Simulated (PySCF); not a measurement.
# [La(PH3)2]3+: other functionals and bases at one geometry

Aim: see how levels, charges and forces of [La(PH3)2]3+ depend on the level of theory. The species was built from a template and needn't be a known compound.

Method: several levels, as the steps say, no spin–orbit coupling; program: PySCF 2.14.0.

4 further runs of the same task are left out: 2 for a known fault of the program, 2 that didn't finish.

### 1 The system as given

9 atoms, charge 3, spin multiplicity 1.

Bond lengths: La1–P2 3.111 Å, La1–P6 3.111 Å, P2–H3 1.421 Å, P2–H4 1.422 Å, P2–H5 1.422 Å, P6–H7 1.421 Å, P6–H8 1.422 Å, P6–H9 1.422 Å. Angles: P2–La1–P6 115.7°, La1–P2–H3 115.1°, La1–P2–H4 113.1°, La1–P2–H5 113.4°, H3–P2–H4 104.8°, H3–P2–H5 104.8°, H4–P2–H5 104.7°, La1–P6–H7 115.1°, La1–P6–H8 113.4°, La1–P6–H9 113.1°, H7–P6–H8 104.8°, H7–P6–H9 104.8°, H8–P6–H9 104.7°.

As a file:

```
atom    x (Å)    y (Å)    z (Å)
 La1  -1.4354   0.2828   0.0000
  P2   0.1897  -0.0314   2.6346
  H3   1.6014  -0.0353   2.4741
  H4  -0.0651   1.0050   3.5741
  H5  -0.0983  -1.2337   3.3367
  P6   0.1897  -0.0314  -2.6346
  H7   1.6014  -0.0353  -2.4741
  H8  -0.0983  -1.2337  -3.3367
  H9  -0.0651   1.0050  -3.5741
```

Formal oxidation states: La +3. The 4f shell is empty and lies in the core potential. An earlier session relaxed this geometry at B3LYP, La lcecp-1-SVP with ECP46, P def2-SVP, H def2-SVP (singlet, point group Cs).

At B3LYP on the finer grid: E = -716.555809 Eh, HOMO -21.57 eV, LUMO -17.32 eV, Mulliken charge on La1 +1.95 e, largest force component 0.007 eV/Å. The large-core potential holds the 4f shell empty.

Levels to run: TPSS; TPSSh; revPBE; BP86; B3LYP, TZVP; B3LYP, x2c-SVP. Hardware: 2 threads of AMD EPYC 7R43 (Zen 3), shared host.

### 2 TPSS

File run.py (the lines that set the calculation):

```python
mol = gto.M(atom='''
La    -1.43543     0.28283     0.00000
P      0.18970    -0.03138     2.63462
H      1.60141    -0.03535     2.47415
H     -0.06506     1.00497     3.57407
H     -0.09832    -1.23369     3.33668
P      0.18970    -0.03138    -2.63462
H      1.60141    -0.03535    -2.47415
H     -0.09832    -1.23369    -3.33668
H     -0.06506     1.00497    -3.57407''',
    basis={'La': 'lcecp-1-SVP', 'P': 'def2-SVP', 'H': 'def2-SVP'},
    ecp={'La': 'lcecp-1-SVP'},
    charge=3, spin=0)
mf = dft.RKS(mol, xc='TPSS')
mf.grids.atom_grid = (75, 302)  # f atoms: unpruned, at least (60, 302)
mf = mf.density_fit()  # fitting sets: La AutoAux, P def2-universal-JKFIT, H def2-universal-JKFIT
mf.conv_tol = 1e-08; mf.max_cycle = 55
mf.kernel(dm0)  # dm0: the density of the relaxed state
```

On the command line:

```
$ OMP_NUM_THREADS=2 python run.py
```

### 3 TPSSh

run.py (the lines that set the calculation): that of step 2 with these lines changed.

```diff
@@ -13,3 +13,3 @@
     charge=3, spin=0)
-mf = dft.RKS(mol, xc='TPSS')
+mf = dft.RKS(mol, xc='TPSSH')
 mf.grids.atom_grid = (75, 302)  # f atoms: unpruned, at least (60, 302)
```

### 4 revPBE

run.py (the lines that set the calculation): that of step 3 with these lines changed.

```diff
@@ -13,3 +13,3 @@
     charge=3, spin=0)
-mf = dft.RKS(mol, xc='TPSSH')
+mf = dft.RKS(mol, xc='PBE_R,PBE')
 mf.grids.atom_grid = (75, 302)  # f atoms: unpruned, at least (60, 302)
```

### 5 BP86

run.py (the lines that set the calculation): that of step 4 with these lines changed.

```diff
@@ -13,3 +13,3 @@
     charge=3, spin=0)
-mf = dft.RKS(mol, xc='PBE_R,PBE')
+mf = dft.RKS(mol, xc='B88,P86')
 mf.grids.atom_grid = (75, 302)  # f atoms: unpruned, at least (60, 302)
```

### 6 B3LYP, TZVP

Basis: La lcecp-1-TZVP with ECP46, P def2-TZVP, H def2-TZVP. 

run.py (the lines that set the calculation): that of step 5 with these lines changed.

```diff
@@ -10,6 +10,6 @@
 H     -0.06506     1.00497    -3.57407''',
-    basis={'La': 'lcecp-1-SVP', 'P': 'def2-SVP', 'H': 'def2-SVP'},
-    ecp={'La': 'lcecp-1-SVP'},
+    basis={'La': 'lcecp-1-TZVP', 'P': 'def2-TZVP', 'H': 'def2-TZVP'},
+    ecp={'La': 'lcecp-1-TZVP'},
     charge=3, spin=0)
-mf = dft.RKS(mol, xc='B88,P86')
+mf = dft.RKS(mol, xc='B3LYP')
 mf.grids.atom_grid = (75, 302)  # f atoms: unpruned, at least (60, 302)
@@ -17,2 +17,2 @@
 mf.conv_tol = 1e-08; mf.max_cycle = 55
-mf.kernel(dm0)  # dm0: the density of the relaxed state
+mf.kernel(dm0)  # dm0: free metal ions and neutral atoms
```

### 7 B3LYP, x2c-SVP

Basis: La x2c-SVPall, P x2c-SVPall, H x2c-SVPall. All electrons are treated, with the spin-free X2C Hamiltonian.

File run.py (the lines that set the calculation):

```python
mol = gto.M(atom='''
La    -1.43543     0.28283     0.00000
P      0.18970    -0.03138     2.63462
H      1.60141    -0.03535     2.47415
H     -0.06506     1.00497     3.57407
H     -0.09832    -1.23369     3.33668
P      0.18970    -0.03138    -2.63462
H      1.60141    -0.03535    -2.47415
H     -0.09832    -1.23369    -3.33668
H     -0.06506     1.00497    -3.57407''',
    basis={'La': 'x2c-SVPall', 'P': 'x2c-SVPall', 'H': 'x2c-SVPall'},
    nucmod='G',
    charge=3, spin=0)
mf = dft.RKS(mol, xc='B3LYP')
mf.grids.atom_grid = (99, 590)  # f atoms: unpruned, at least (60, 302)
mf = mf.density_fit()  # fitting sets: La AutoAux, P AutoAux, H AutoAux
mf = mf.sfx2c1e()
mf.conv_tol = 1e-08; mf.max_cycle = 55
mf.kernel(dm0)  # dm0: free metal ions and neutral atoms
```

What does the calculation give? Wanted: for each run, HOMO; gap; charge on La1; dipole; largest force.

**Answer**, as computed:

| level | state | HOMO (eV) | gap (eV) | charge on La1 (e) | dipole (D) | largest force (eV/Å) | basis functions | time |
| --- | --- | --- | --- | --- | --- | --- | --- | --- |
| B3LYP (relaxed here) | singlet | -21.57 | 4.25 | 1.95 | 0.97 | 0.01 | 99 | 18 s |
| TPSS | singlet | -20.87 | 3.16 | 1.98 | 1.09 | 0.01 | 99 | 13 s |
| TPSSh | singlet | -21.29 | 3.90 | 2.00 | 0.94 | 0.07 | 99 | 12 s |
| revPBE | singlet | -20.73 | 2.92 | 1.92 | 1.35 | 0.26 | 99 | 8.6 s |
| BP86 | singlet | -20.84 | 2.97 | 1.91 | 1.38 | 0.31 | 99 | 9.4 s |
| B3LYP, TZVP | singlet | -21.44 | 4.23 | 2.03 | 1.04 | 0.24 | 157 | 19 s |
| B3LYP, x2c-SVP | singlet | -21.63 | 4.14 | 1.83 | 1.10 | 0.08 | 132 | 46 s |

Times are on 2 threads of AMD EPYC 7R43 (Zen 3), shared host; the first row also made further properties. The dipole of a charged species depends on the origin, so these sizes hold for this origin alone.

In one basis the HOMO–LUMO gap runs from 2.92 eV (revPBE) to 4.25 eV (B3LYP). The largest leftover force, 0.31 eV/Å with BP86, stands at a geometry relaxed at another level. The Mulliken charge on La spans +1.83 to +2.03 e over the levels. With 4f in the core, its levels are missing from HOMO and gap. Total energies of different levels can't be compared. Spin–orbit coupling is left out throughout.
